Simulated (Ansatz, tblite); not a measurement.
**C₃₂H₁₈: one state, many levels**

The task here is to estimate one member of a computed series from the others.

Method: as each input shows; program: Ansatz 0.2.0, Gaussian basis.

The runs, in order: GFN1-xTB, GFN2-xTB, PBE-D4/def2-TZVP, r2SCAN-D4/def2-TZVP, r2SCANh-D4/def2-TZVP, HF/def2-TZVP, BLYP-D4/def2-TZVP, PBE-D4/def2-SVP, PBE0-D4/def2-SVP, HF/6-31G, B3LYP-D4/6-31G, MP2/def2-SVP, RPA/def2-SVP.

## The relaxed structure

The geometry is that of the singlet, from an earlier relaxation (PBE-D4/def2-SVP).

SMILES `C#Cc1ccc(C#Cc2ccc(C#Cc3ccc(C#Cc4ccccc4)cc3)cc2)cc1`, 50 atoms, charge 0, spin multiplicity 1.

Bond lengths: C1–C2 1.226 Å, C1–H33 1.081 Å, C2–C3 1.428 Å, C3–C4 1.418 Å, C3–C32 1.418 Å, C4–C5 1.395 Å, C4–H34 1.100 Å, C5–C6 1.419 Å, C5–H35 1.100 Å, C6–C7 1.426 Å, C6–C31 1.419 Å, C7–C8 1.232 Å, C8–C9 1.426 Å, C9–C10 1.419 Å, C9–C30 1.419 Å, C10–C11 1.394 Å, C10–H36 1.100 Å, C11–C12 1.419 Å and more. Angles: C2–C1–H33 180.0°, C1–C2–C3 180.0°, C2–C3–C4 120.7°, C2–C3–C32 120.7°, C4–C3–C32 118.6°, C3–C4–C5 120.7°, C3–C4–H34 119.1°, C5–C4–H34 120.2°, C4–C5–C6 120.7°, C4–C5–H35 120.2°, C6–C5–H35 119.0°, C5–C6–C7 120.7°, C5–C6–C31 118.5°, C7–C6–C31 120.8°, C6–C7–C8 179.9°, C7–C8–C9 180.0°, C8–C9–C10 120.7°, C8–C9–C30 120.7° and more.

PBE0-D4/def2-TZVP was run before; its log isn't repeated, and its numbers join the tables.

Set-up of the first run:

Tight binding, by tblite at 300 K electronic temperature and without a spin-polarisation term:

```python
tblite.interface.Calculator('GFN1-xTB', numbers, positions, charge=0, uhf=0).singlepoint()
```

Tight binding, by tblite at 300 K electronic temperature and without a spin-polarisation term:

```python
tblite.interface.Calculator('GFN2-xTB', numbers, positions, charge=0, uhf=0).singlepoint()
```

start.molden holds the orbitals of an earlier run on this state, given as this run's starting guess.

Input file in.yaml:

```yaml
crystal:
  periodic: [false, false, false]
  atoms:
    - {symbol: C, position_ang: [13.859124, -0.198096, -0.076861]}
    - {symbol: C, position_ang: [12.633190, -0.180721, -0.069521]}
    - {symbol: C, position_ang: [11.205793, -0.160281, -0.061116]}
    - {symbol: C, position_ang: [10.464611, -1.369042, -0.079713]}
    - {symbol: C, position_ang: [9.070193, -1.349131, -0.071537]}
    - {symbol: C, position_ang: [8.362511, -0.119543, -0.044385]}
    - {symbol: C, position_ang: [6.936857, -0.099295, -0.036165]}
    - {symbol: C, position_ang: [5.704729, -0.082966, -0.029390]}
    - {symbol: C, position_ang: [4.279063, -0.062957, -0.021344]}
    - {symbol: C, position_ang: [3.560546, -0.064561, 1.202083]}
    - {symbol: C, position_ang: [2.166235, -0.044712, 1.209833]}
    - {symbol: C, position_ang: [1.434187, -0.022166, -0.005394]}
    - {symbol: C, position_ang: [0.008493, -0.001343, 0.002477]}
    - {symbol: C, position_ang: [-1.223614, 0.017042, 0.008458]}
    - {symbol: C, position_ang: [-2.649306, 0.037907, 0.015571]}
    - {symbol: C, position_ang: [-3.392453, -1.170753, 0.021124]}
    - {symbol: C, position_ang: [-4.786758, -1.150282, 0.027907]}
    - {symbol: C, position_ang: [-5.494668, 0.079433, 0.029698]}
    - {symbol: C, position_ang: [-6.920463, 0.100131, 0.036953]}
    - {symbol: C, position_ang: [-8.152221, 0.117692, 0.044457]}
    - {symbol: C, position_ang: [-9.580073, 0.138053, 0.050820]}
    - {symbol: C, position_ang: [-10.296021, 0.161249, 1.274767]}
    - {symbol: C, position_ang: [-11.695442, 0.181228, 1.274750]}
    - {symbol: C, position_ang: [-12.405452, 0.178452, 0.062708]}
    - {symbol: C, position_ang: [-11.706025, 0.155592, -1.155267]}
    - {symbol: C, position_ang: [-10.306676, 0.135535, -1.167061]}
    - {symbol: C, position_ang: [-4.751223, 1.287968, 0.023977]}
    - {symbol: C, position_ang: [-3.356909, 1.267730, 0.016933]}
    - {symbol: C, position_ang: [2.152908, -0.020463, -1.228753]}
    - {symbol: C, position_ang: [3.547207, -0.040702, -1.236648]}
    - {symbol: C, position_ang: [9.105383, 1.089254, -0.025872]}
    - {symbol: C, position_ang: [10.499795, 1.069205, -0.034165]}
    - {symbol: H, position_ang: [14.939950, -0.213707, -0.083188]}
    - {symbol: H, position_ang: [11.004292, -2.326949, -0.100211]}
    - {symbol: H, position_ang: [8.503121, -2.291189, -0.085739]}
    - {symbol: H, position_ang: [4.119380, -0.081917, 2.149086]}
    - {symbol: H, position_ang: [1.617585, -0.046346, 2.162931]}
    - {symbol: H, position_ang: [-2.852620, -2.128912, 0.020570]}
    - {symbol: H, position_ang: [-5.354234, -2.092304, 0.032933]}
    - {symbol: H, position_ang: [-9.735669, 0.163235, 2.221103]}
    - {symbol: H, position_ang: [-12.238940, 0.199569, 2.231889]}
    - {symbol: H, position_ang: [-13.505931, 0.194946, 0.067349]}
    - {symbol: H, position_ang: [-12.257816, 0.154679, -2.107838]}
    - {symbol: H, position_ang: [-9.754487, 0.117847, -2.118025]}
    - {symbol: H, position_ang: [-5.290984, 2.246147, 0.025986]}
    - {symbol: H, position_ang: [-2.789400, 2.209751, 0.013152]}
    - {symbol: H, position_ang: [1.593867, -0.003410, -2.175638]}
    - {symbol: H, position_ang: [4.095654, -0.039332, -2.189870]}
    - {symbol: H, position_ang: [8.565781, 2.047183, -0.004533]}
    - {symbol: H, position_ang: [11.066892, 2.011252, -0.019273]}
basis:
  gaussian: {orbitals: def2-TZVP, fitting: {mean_field: def2-universal-jkfit}, initial_orbitals: start.molden}
hamiltonian: {xc: pbe, dispersion: d4}
scf: {omitted_lower_state_checks: [starts]}
output: {forces: true, orbitals: {seedname: orbitals}}
```

Started as:

```sh
$ ansatz run in.yaml --threads 2 --pin off --events-out ev --progress --plain --max-ram 32768MiB --backend cuda --devices 0, --max-vram 18GiB
```

Among the steps run: PBE-D4/def2-TZVP; r2SCAN-D4/def2-TZVP; r2SCANh-D4/def2-TZVP; HF/def2-TZVP; BLYP-D4/def2-TZVP; PBE-D4/def2-SVP; PBE0-D4/def2-SVP; HF/6-31G; B3LYP-D4/6-31G; MP2/def2-SVP; RPA/def2-SVP.

One table of the session follows, with a row left open; its other results are not shown here.

It belongs to the step «Binding energy». 

| level | binding an atom (eV) |
| --- | --- |
| HF/6-31G | 3.797 |
| HF/def2-SVP | 4.090 |
| HF/def2-TZVP | ? |
| PBE-D4/def2-SVP | 5.794 |
| PBE-D4/def2-TZVP | 5.705 |
| BLYP-D4/def2-TZVP | 5.487 |
| r2SCAN-D4/def2-TZVP | 5.500 |
| r2SCANh-D4/def2-TZVP | 5.456 |
| B3LYP-D4/6-31G | 5.364 |
| PBE0-D4/def2-SVP | 5.657 |
| PBE0-D4/def2-TZVP | 5.564 |
| MP2/def2-SVP | 5.442 |

Q: Estimate the row for HF/def2-TZVP from the others.

As computed: binding an atom (eV): 3.973. In the column «binding an atom (eV)» it lies between HF/6-31G (3.797) and HF/def2-SVP (4.090).

Limits of these values: Free atoms were run apart at each level; binding is atoms less cluster, divided by the number of atoms, without zero-point or spin-orbit terms.
